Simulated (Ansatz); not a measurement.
**CH4B2O (SMILES B=C(B)O): single points off equilibrium**

One table from this session's results is given with a row withheld; the runs are named, their logs left out.

Program: Ansatz 0.2.0, Gaussian basis. Level of theory: single points in def2-TZVPP. These are calculated values, not measurements.

Cores are frozen in the correlated methods.

## Where the work starts

SMILES `B=C(B)O`, 8 atoms, charge 0, spin multiplicity 1.

Atoms are counted from 1 here; the program's logs count them from 0.

Bond lengths: B1–C2 1.492 Å, B1–H5 1.140 Å, C2–B3 1.540 Å, C2–O4 1.259 Å, B3–H6 1.194 Å, B3–H7 1.181 Å, O4–H8 0.927 Å. Angles: C2–B1–H5 173.7°, B1–C2–B3 79.2°, B1–C2–O4 142.7°, B3–C2–O4 138.0°, C2–B3–H6 134.9°, C2–B3–H7 111.6°, H6–B3–H7 113.3°, C2–O4–H8 111.8°.

Coordinates:

```xyz
8
charge 0, multiplicity 1
B    -0.46810    1.20070   -0.46830
C    -0.51590   -0.27940   -0.28350
B     0.76710    0.06620    0.49460
O    -1.17030   -1.30750   -0.59750
H    -0.55660    2.32660   -0.62430
H     1.38010    1.06900    0.70740
H     1.30600   -0.90450    0.89700
H    -0.84260   -2.06590   -0.17600
```

The first run:

The input, run/in.yaml:

```yaml
crystal:
  periodic: [false, false, false]
  atoms:
    - {symbol: B, position_ang: [-0.468100, 1.200700, -0.468300]}
    - {symbol: C, position_ang: [-0.515900, -0.279400, -0.283500]}
    - {symbol: B, position_ang: [0.767100, 0.066200, 0.494600]}
    - {symbol: O, position_ang: [-1.170300, -1.307500, -0.597500]}
    - {symbol: H, position_ang: [-0.556600, 2.326600, -0.624300]}
    - {symbol: H, position_ang: [1.380100, 1.069000, 0.707400]}
    - {symbol: H, position_ang: [1.306000, -0.904500, 0.897000]}
    - {symbol: H, position_ang: [-0.842600, -2.065900, -0.176000]}
basis:
  gaussian: {orbitals: def2-TZVPP}
correlation: {method: ccsd_t}
output: {forces: true}
```

No record of the launch command was kept for these runs.

Among the steps run: CCSD(T)/def2-TZVPP; PBE0-D4/def2-TZVPP; wB97M-V/def2-TZVPP; r2SCAN-D4/def2-TZVPP; PBE-D4/def2-TZVPP; r2SCANh-D4/def2-TZVPP; B97M-V/def2-TZVPP.

One of the session's tables, all rows but one given; the rest of the session is left out.

| method | RMS force component (eV/Å) | angle to CCSD(T) forces (°) | dipole (D) |
| --- | --- | --- | --- |
| CCSD(T) | 2.390 | reference | 0.72 |
| PBE0-D4 | 2.339 | 5.6 | 0.79 |
| wB97M-V | 2.453 | 3.1 | 0.68 |
| r2SCAN-D4 | 2.334 | 4.6 | 0.91 |
| PBE-D4 | 2.296 | 7.0 | 0.98 |
| r2SCANh-D4 | ? | ? | ? |
| B97M-V | 2.354 | 5.4 | 0.87 |

**Question.** Estimate the row for r2SCANh-D4.

As computed: RMS force component (eV/Å): 2.344; angle to CCSD(T) forces (°): 4.9; dipole (D): 0.84. In the column «RMS force component (eV/Å)» it lies between PBE0-D4 (2.339) and B97M-V (2.354).
